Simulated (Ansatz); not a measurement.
The system is MnSi.

```xyz
2
Lattice="0.0000 2.5272 2.5272 2.5272 0.0000 2.5272 2.5272 2.5272 0.0000" Properties=species:S:1:pos:R:3 pbc="T T T"
Mn    0.0000    0.0000    0.0000
Si    1.2636    1.2636    1.2636
```

The cell was built by a generator and needn't be a form met in nature.

```yaml
Program: Ansatz 0.2.0
Task: relaxation of cell and atoms
Functional: HSE03
Potentials_or_basis: Ansatz PAW
Cutoff: "420 eV (not typed: the program's choice for these potentials)"
k_mesh: 5 × 5 × 5
Occupations: fermi-dirac, width 0.05 eV
Spin: collinear spin, ferromagnetic start
Starting_moments: "[4.0, 0.0] μB"
```

At the start: volume 16.14 Å³/atom.

Problem. How do energy, volume and symmetry change on relaxing?

Solution. It ends after 9 steps and the volume is 23.11 Å³/atom (+43.2 %); space group F-43m (No. 216, to 0.05 Å); moment 3.00 μB per cell.

Step by step:
```csv
step,energy change (eV),largest force (eV/Å),volume (Å³)
1,0.0000,0.0000,32.28
2,-0.7049,0.0000,37.27
3,-0.9975,0.0000,42.85
4,-1.0231,0.0000,45.01
5,-1.0236,0.0000,45.43
6,-1.0462,0.0000,45.43
7,-1.0477,0.0000,46.07
8,-1.0477,0.0000,46.22
9,-1.0482,0.0000,46.22
```

Final structure:
```
Mn Si
1.0
     0.00000    2.84843    2.84843
     2.84843    0.00000    2.84843
     2.84843    2.84843    0.00000
Mn Si
1 1
Cartesian
  0.0000 0.0000 0.0000
  1.4242 1.4242 1.4242
```

Caveat: the k mesh is coarse (spacing up to 0.43 Å⁻¹), so the values aren't converged, least of all with exact exchange; the magnetic or orbital state may not be the lowest; the volume moved by over 15 % at a fixed basis, so the end points are rough; the plane-wave basis is chosen anew once the cell has moved, so the energies of steps on either side of that aren't comparable; the PAW data sets come from PBE, with cores solved anew for the run's functional, which leaves a small shift of forces and pressure.
